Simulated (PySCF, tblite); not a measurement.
# C6H13Si radical: geometry, infrared bands and EPR parameters

What infrared bands and EPR parameters should C6H13Si radical (`C[C@@H]1C[CH][Si@H](C)C1`) show?

The runs use tblite 0.8.0 and PySCF 2.14.0, with density-fitted response routines of our own; the level of theory stands in each step. All values are computed, except where a source is named. Atoms are numbered from 0 throughout.

**1. Starting geometry**

20 atoms, charge 0, multiplicity 2; geometry from: force field or distance geometry start.

Bonds of the start (Å): C0–C1 1.48, C1–C2 1.49, C2–C3 1.51, C3–Si4 1.89, Si4–C5 1.83, Si4–C6 1.88, C6–C1 1.53, C0–H7 1.13, C0–H8 1.12, C0–H9 1.12, C1–H10 1.13, C2–H11 1.10, C2–H12 1.11, C3–H13 1.11, Si4–H14 1.45, C5–H15 1.10, C5–H16 1.13, C5–H17 1.13, C6–H18 1.09, C6–H19 1.10.

**2. Optimising the geometry with GFN2-xTB**

The job: settings as JSON, then the geometry in Å.

```
{"job": {"kind": "relax", "xc": "GFN2-xTB", "basis": "xTB"}, "charge": 0, "multiplicity": 2}
C     -2.436100    -0.847400    -0.113200
C     -1.153500    -0.172800     0.186900
C     -0.916500     1.120500    -0.509600
C      0.391000     1.708300    -0.034900
Si     1.328500     0.172100     0.557500
C      2.988100    -0.002400    -0.199700
C      0.065200    -1.052300    -0.112200
H     -3.024300    -0.874700     0.848400
H     -2.330800    -1.924300    -0.405100
H     -3.097300    -0.289200    -0.819500
H     -1.064200     0.043600     1.289300
H     -0.962300     0.987600    -1.602500
H     -1.702100     1.857900    -0.228000
H      0.261000     2.383500     0.836300
H      1.289100     0.161600     2.007800
H      2.976100     0.043300    -1.298900
H      3.666500     0.810600     0.189900
H      3.455200    -0.969600     0.137500
H      0.197100    -1.150100    -1.188100
H      0.064100    -1.995600     0.455000
```

Command:

```bash
$ OMP_NUM_THREADS=1 python probes_run.py task.json out
```

The driver reads the jobs from task.json and runs them one after another.

**Question.** This job is followed by: GFN2-xTB harmonic vibrations, gas phase; UKS B3LYP, pcH-1 on C H Si, non-relativistic, mean-field spin-orbit, GIAO. Predict these results of the whole session: strongest single infrared mode (GFN2-xTB); zero-point energy (GFN2-xTB); g(iso) (B3LYP); ⟨S²⟩; largest a(iso) (averaged by class); potential on the surface of density 0.002 e/bohr³, 1st and 99th percentile.

**Answer**, as computed:

```
                                                                  quantity                  value
                                 strongest single infrared mode (GFN2-xTB)  2130 cm⁻¹, 346 km/mol
                                              zero-point energy (GFN2-xTB)         106.6 kcal/mol
                                                            g(iso) (B3LYP)                2.00263
                                                                      ⟨S²⟩     0.754 (exact 0.75)
                                        largest a(iso) (averaged by class)   1H on H11, 149.7 MHz
potential on the surface of density 0.002 e/bohr³, 1st and 99th percentile     -0.34 V and 0.69 V
```

**Reading.** Relaxing lowered the energy by 1.194 eV in 112 steps; the close pair that moved most is Si4–C5, from 1.833 to 1.900 Å. All 54 modes are real, so the xTB geometry is a minimum. The strongest single mode, at 2130 cm⁻¹, moves mainly H14. GFN2-xTB is a fitted tight-binding method: band positions and strengths are rough. Its intensities can rank the bands wrongly. C3 carries the largest spin population, 0.99 e. The isotropic g lies 0.3 ppt above the free-electron value. The conformer search found further structures of the same energy, which may be mirror or relabelled copies of this one.
